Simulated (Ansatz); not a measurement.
# Li+ with TeH₂: structure and interaction energy

The task here is to estimate one member of a computed series from the others.

Method: PBE0-D4 structure, single points in def2-TZVPPD; program: Ansatz 0.2.0, Gaussian basis.

Levels: PBE-D4, revPBE-D4, BLYP-D4, r2SCAN-D4, B97M-V, PBE0-D4, B3LYP-D4, HSE06-D4, wB97X-V, wB97M-V, B2PLYP, Hartree-Fock, MP2, CCSD, CCSD(T). The reference is CCSD(T) extrapolated to the basis limit. For elements past Ar these valence bases correlate outer-core shells poorly, so that limit is rough.

Correlated methods freeze the cores. Filled d shells of the heavier atoms are correlated. Core potentials replace the inner electrons past krypton, and spin-orbit coupling is left out. The outer core shell of Li, Na, Mg and K is correlated. B3LYP uses VWN-RPA correlation. B2PLYP carries no dispersion term here.

163 further runs of the same task are left out: 163 set aside as unsound or not needed.

## The system as given

The pair, from a GFN2-xTB docking trial: 4 atoms, charge 1, spin multiplicity 1.

Atoms are counted from 1 here; the program's logs count them from 0.

Bond lengths: Li1–Te2 2.729 Å, Te2–H3 1.629 Å, Te2–H4 1.626 Å. Angles: Li1–Te2–H3 97.6°, Li1–Te2–H4 98.7°, H3–Te2–H4 88.2°.

Coordinates:

```xyz
4
charge 1, multiplicity 1
Li   -0.5471    0.6445   -2.0706
Te    0.4123    0.4995    0.4797
H     1.0332   -1.0036    0.3921
H    -0.8984   -0.1404    1.1988
```

Atoms 1 to 1 are fragment A (Li+), the rest fragment B (TeH₂).

The first run:

Input file pre/in.yaml:

```yaml
crystal:
  periodic: [false, false, false]
  atoms:
    - {symbol: Li, position_ang: [-0.547100, 0.644500, -2.070600]}
    - {symbol: Te, position_ang: [0.412300, 0.499500, 0.479700]}
    - {symbol: H, position_ang: [1.033200, -1.003600, 0.392100]}
    - {symbol: H, position_ang: [-0.898400, -0.140400, 1.198800]}
basis:
  gaussian: {orbitals: def2-SVP}
total_charge: 1
hamiltonian: {xc: pbe, dispersion: d4}
relax: {f_tol: 0.03, max_steps: 250}
```

Run with:

```sh
$ ansatz run in.yaml --threads 2 --pin off --events-out ev --progress --plain --max-ram 5222MiB
```

Steps of the session up to this table: A first relaxation in a small basis; Relaxation at PBE0-D4; wB97X-V/def2-TZVPPD; wB97M-V/def2-TZVPPD; B2PLYP/def2-TZVPPD; B97M-V/def2-TZVPPD; CCSD(T)/def2-TZVPPD; SPW92/def2-SVP; wB97M-V/def2-SVP; CCSD(T)/def2-SVP; Vibrations of the pair.

One table of the session follows, with a row left open; its other results are not shown here.

```
      method  interaction (kJ/mol)
      PBE-D4               -105.91
   revPBE-D4               -104.05
     BLYP-D4               -104.33
   r2SCAN-D4                -94.53
      B97M-V                -97.29
     PBE0-D4               -104.34
    B3LYP-D4               -103.84
    HSE06-D4                     ?
     wB97X-V                -99.87
     wB97M-V                -98.42
      B2PLYP                -98.97
Hartree-Fock                -93.39
         MP2                -91.87
        CCSD                -92.52
     CCSD(T)                -92.46
 CCSD(T)/CBS                -96.51
```

Estimate the missing values for HSE06-D4.

The run gave: interaction (kJ/mol): -104.38. In the column «interaction (kJ/mol)» it lies between PBE-D4 (-105.91) and PBE0-D4 (-104.34).

Among the levels timed on like hardware, those that no quicker one beats, quickest first: revPBE-D4 (1.7 s, -7.55 kJ/mol); B3LYP-D4 (2.3 s, -7.33 kJ/mol); r2SCAN-D4 (2.9 s, +1.98 kJ/mol); B97M-V (5.7 s, -0.79 kJ/mol).

For cost: B97M-V gets within 0.79 kJ/mol in 5.7 s; the quickest level in the cost chart, revPBE-D4, takes 1.7 s and misses by 7.55 kJ/mol.

Limits of these values: A lower arrangement may exist.
